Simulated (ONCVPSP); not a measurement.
# Pseudopotential generation for lutetium: ONCV, PBE

Task: generate the file, and judge it by its errors in other configurations, its logarithmic derivatives, its ghosts and its cutoff.

The numbers are computed with ONCVPSP 4.0.1 (PBE, scalar-relativistic, spin-unpolarised reference atom).

## 1. Settings

The settings as typed:

```
element                 : lutetium (Lu, Z = 71)
type                    : optimised norm-conserving Vanderbilt (ONCV)
frozen core             : [Kr]
valence charge          : 35
reference configuration : 4d10 4f14 5s2 5p6 5d1 6s2
partial waves           : 5s+6s: rc 1.70 bohr, ncon 4, nbas 7, qcut 7.8 1/bohr, 2 projectors; 5p: rc 1.35 bohr, ncon 4, nbas 7, qcut 7.3 1/bohr, 2 projectors, debl 1.8 Ha; 4d+5d: rc 1.00 bohr, ncon 4, nbas 9, qcut 13.5 1/bohr, 2 projectors; 4f: rc 0.80 bohr, ncon 4, nbas 8, qcut 24.2 1/bohr, 2 projectors, debl 3 Ha
local potential         : polynomial inside 0.65 bohr (lpopt 5, dvloc0 0 Ha)
core correction         : Teter function fitted to the true core (icmod 2), fcfact 0.3
```

An earlier all-electron run gives the scale for the radii.

All-electron outer shells of the reference configuration (PBE, scalar-relativistic, ld1.x):

```tsv
shell	level (eV)	outermost node (bohr)	outermost maximum (bohr)
4p	-358.18	0.25	0.47
4d	-191.92	0.23	0.48
5s	-61.06	0.57	1.04
5p	-31.66	0.61	1.19
4f	-9.62	–	0.47
6s	-4.66	1.41	3.08
5d	-1.75	0.68	1.84
6p	-1.34	1.73	4.26
```

## 2. Generating the potential

Input file Lu.dat:

```
# ATOM AND REFERENCE CONFIGURATION
# atsym  z   nc   nv     iexc    psfile
  Lu 71.00    8    6        4      upf
#
#   n    l    f
    1    0    2.00
    2    0    2.00
    2    1    6.00
    3    0    2.00
    3    1    6.00
    3    2   10.00
    4    0    2.00
    4    1    6.00
    4    2   10.00
    4    3   14.00
    5    0    2.00
    5    1    6.00
    5    2    1.00
    6    0    2.00
#
# PSEUDOPOTENTIAL AND OPTIMIZATION
# lmax
    3
#
#   l,   rc,      ep,       ncon, nbas, qcut
    0    1.70    0.00    4    7    7.80
    1    1.35    0.00    4    7    7.30
    2    1.00    0.00    4    9   13.50
    3    0.80    0.00    4    8   24.20
#
# LOCAL POTENTIAL
# lloc, lpopt,  rc(5),   dvloc0
    4    5    0.65    0.00
#
# VANDERBILT-KLEINMAN-BYLANDER PROJECTORs
# l, nproj, debl
    0    2    3.20
    1    2    1.80
    2    2    2.00
    3    2    3.00
#
# MODEL CORE CHARGE
# icmod, fcfact, rcfact
    2    0.30    0.65
#
# LOG DERIVATIVE ANALYSIS
# epsh1, epsh2, depsh
   -9.00    5.00    0.04
#
# OUTPUT GRID
# rlmax, drl
    6.00    0.01
#
# TEST CONFIGURATIONS
# ncnf
    4
# nvcnf
#   n    l    f
    6
    4    2   10.00
    4    3   14.00
    5    0    2.00
    5    1    6.00
    5    2    1.00
    6    0    1.00
#
    6
    4    2   10.00
    4    3   14.00
    5    0    2.00
    5    1    6.00
    5    2    1.00
    6    0    0.00
#
    6
    4    2   10.00
    4    3   14.00
    5    0    2.00
    5    1    6.00
    5    2    0.00
    6    0    0.00
#
    6
    4    2   10.00
    4    3   13.00
    5    0    2.00
    5    1    6.00
    5    2    2.00
    6    0    1.00
#
```

Run with:

```bash
oncvpsp.x < Lu.dat > Lu.out
```

What does the calculation give? Wanted: cutoffs for 1 and 0.1 mHa per electron, occupied waves; bound ghosts; GHOST(+) flags; largest test error; largest phase difference near zero energy, channels read; rms error of d²Exc/dn², without and with the model core.

The runs gave:

| quantity | value |
| --- | --- |
| cutoffs for 1 and 0.1 mHa per electron, occupied waves | 224 Ha and 247 Ha |
| bound ghosts | s at -804.43 eV, p at -188.63 eV, d at -1536.70 eV |
| GHOST(+) flags | none at low energy |
| largest test error (AE − PS) | +12 meV, for 4d10 4f13 5s2 5p6 5d2 6s1 (1 test unsolved) |
| largest phase difference near zero energy, channels read | 0.000 rad |
| rms error of d²Exc/dn², without and with the model core | 3.03 and 0.74 mHa |

A bound ghost (s, p, d) makes it unfit for use: electrons can fall into a state that the atom doesn't have. Close by lies the frozen 3d level (-1584.7 eV). By total energies transferability is good where solved: the largest error is 12 meV on 18.8 eV, for 4d10 4f13 5s2 5p6 5d2 6s1. Atomic tests can pass in spite of a ghost, since they solve only for the levels asked. Of the tests 1 gave no usable energy difference, which is a warning in itself. The potential is very hard: the looser tolerance needs 224 Ha. At the looser tolerance the 4f wave is the slowest; 4d needs 88 Ha. Near zero energy the phases of the channels with partial waves that could be evaluated agree within 0.001 rad. These are tests on the free atom; a crystal test is still owed.
